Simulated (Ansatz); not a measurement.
# C₂H₅FGeO: one species, many methods

One table from this session's results is given with a row withheld; the runs are named, their logs left out.

Method: functionals in def2-TZVPP, the program's frozen cores in correlated methods; program: Ansatz 0.2.0, Gaussian basis.

Levels to be run: PBE-D4, r2SCAN-D4, PBE0-D4, B3LYP-D4, ωB97X-V, ωB97M-V, B2PLYP; CCSD(T)/def2-TZVPP; MP2/def2-QZVPP; extrapolation to the limit.

### The relaxed structure

An earlier PBE0-D4 in a triple-zeta def2 set relaxation fixed the geometry.

10 atoms, charge 0, spin multiplicity 1.

Atoms are counted from 1 here; the program's logs count them from 0.

Bond lengths: C1–C2 1.495 Å, C1–H6 1.095 Å, C1–H7 1.091 Å, C1–H8 1.092 Å, C2–O3 1.442 Å, C2–Ge4 1.899 Å, C2–H9 1.093 Å, O3–Ge4 1.810 Å, Ge4–F5 1.731 Å, Ge4–H10 1.521 Å. Angles: C2–C1–H6 109.1°, C2–C1–H7 112.0°, C2–C1–H8 110.8°, H6–C1–H7 107.7°, H6–C1–H8 108.2°, H7–C1–H8 109.0°, C1–C2–O3 115.9°, C1–C2–Ge4 125.4°, C1–C2–H9 114.2°, O3–C2–Ge4 63.9°, O3–C2–H9 112.8°, Ge4–C2–H9 114.4°, C2–O3–Ge4 70.5°, C2–Ge4–O3 45.7°, C2–Ge4–F5 119.2°, C2–Ge4–H10 132.8°, O3–Ge4–F5 111.2°, O3–Ge4–H10 114.9° and more.

The first run:

The input, in.yaml:

```yaml
crystal:
  periodic: [false, false, false]
  atoms:
    - {symbol: C, position_ang: [-0.891086, 0.045146, 1.155515]}
    - {symbol: C, position_ang: [-0.142780, 0.529795, -0.044978]}
    - {symbol: O, position_ang: [1.290844, 0.593999, 0.091147]}
    - {symbol: Ge, position_ang: [0.859416, -0.563336, -1.231344]}
    - {symbol: F, position_ang: [1.307522, 0.062275, -2.782038]}
    - {symbol: H, position_ang: [-0.805081, 0.788797, 1.955208]}
    - {symbol: H, position_ang: [-0.490294, -0.897022, 1.533264]}
    - {symbol: H, position_ang: [-1.950180, -0.087148, 0.924236]}
    - {symbol: H, position_ang: [-0.564724, 1.426512, -0.504804]}
    - {symbol: H, position_ang: [1.469562, -1.950218, -1.093306]}
basis:
  gaussian: {orbitals: def2-TZVPP}
hamiltonian: {xc: pbe, dispersion: d4}
output: {forces: true, orbitals: {seedname: orbitals}}
```

Run with:

```sh
$ ansatz run in.yaml --threads 4 --pin off --events-out ev --progress --plain --max-ram 10444MiB
```

Among the steps run: PBE-D4 (GGA); r2SCAN-D4 (meta-GGA); PBE0-D4 (hybrid); B3LYP-D4 (hybrid); ωB97X-V (range-separated); ωB97M-V (range-separated); B2PLYP (double hybrid); CCSD(T) in def2-TZVPP; MP2 in def2-QZVPP.

One of the session's tables, all rows but one given; the rest of the session is left out.

```
            method  atomisation energy (kcal/mol)
            PBE-D4                          904.6
         r2SCAN-D4                          886.4
           PBE0-D4                          880.6
          B3LYP-D4                          875.7
           ωB97X-V                          883.5
           ωB97M-V                          879.5
            B2PLYP                          871.2
     HF/def2-TZVPP                              ?
    MP2/def2-TZVPP                          882.6
   CCSD/def2-TZVPP                          844.7
CCSD(T)/def2-TZVPP                          861.5
           MP2/CBS                          905.2
       CCSD(T)/CBS                          884.2
```

Estimate the missing values for HF/def2-TZVPP.

**Answer.** atomisation energy (kcal/mol): 613.0. In the column «atomisation energy (kcal/mol)» it is the lowest.

To keep in mind: Free atoms (2 C, 1 O, 1 Ge, 1 F, 5 H) were run apart at each level; the atomisation energy is their sum less the molecule, without zero-point or spin-orbit terms.
